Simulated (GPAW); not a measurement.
**NbTe in GPAW: convergence with k mesh**

Crystal: NbTe.

```
Te Nb
1.0
     3.70297    0.00000    0.00000
    -1.85149    3.20687    0.00000
     0.00000    0.00000    3.69421
Te Nb
1 1
Direct
  0.66667 0.33333 0.00000
  0.00000 0.00000 0.50000
```

The cell comes from a database or a generator and needn't be the stable form of this composition.

- Program: GPAW 26.7.0
- Task: convergence study
- Functional: PBE
- Potentials or basis: GPAW PAW data sets (gpaw-data 1.2.1)
- Cutoff: 600 eV
- Basis: pw
- k mesh: 2 × 2 × 2
- Occupations: fermi-dirac, width 0.05 eV
- Spin: no spin polarisation

These are the settings of the first run; the series varies k mesh, with any setting tied to it.

Hardware: 1 thread of Arm Neoverse V1, with other jobs on the host.

**Question.** The values tried are 2 × 2 × 2, 3 × 3 × 3, 4 × 4 × 3, 4 × 4 × 4, 5 × 5 × 5, 6 × 6 × 6, 8 × 8 × 7, 9 × 9 × 8, 11 × 11 × 10, loosest first. From which on does the pressure stay within 0.1 GPa of the tightest run that finished?

**Answer.** From 6 × 6 × 6 on.

```tsv
k mesh	energy less the tightest run, at zero smearing (meV/atom)	pressure (GPa)	SCF cycles	CPU time (s)	peak memory (GiB)
2 × 2 × 2	232.62	1.22	10	4.1	0.14
3 × 3 × 3	128.78	0.47	10	5.3	0.14
4 × 4 × 3	29.91	-1.14	10	6.3	0.14
4 × 4 × 4	4.34	-1.52	10	8.2	0.14
5 × 5 × 5	-21.98	-1.73	10	9.7	0.14
6 × 6 × 6	6.87	-1.38	10	16	0.15
8 × 8 × 7	-2.15	-1.53	10	22	0.16
9 × 9 × 8	-0.74	-1.46	10	32	0.18
11 × 11 × 10	0.00	-1.46	10	51	0.21
```

Against the tightest run, the energy stays within 1 meV/atom from 9 × 9 × 8 on. Meshes of other sizes hit other points, so gaps and Fermi surfaces needn't settle smoothly. The tightest run that finished is the yardstick and may itself not be fully converged.

The run has no spin-orbit coupling, so splittings on Te are missing.
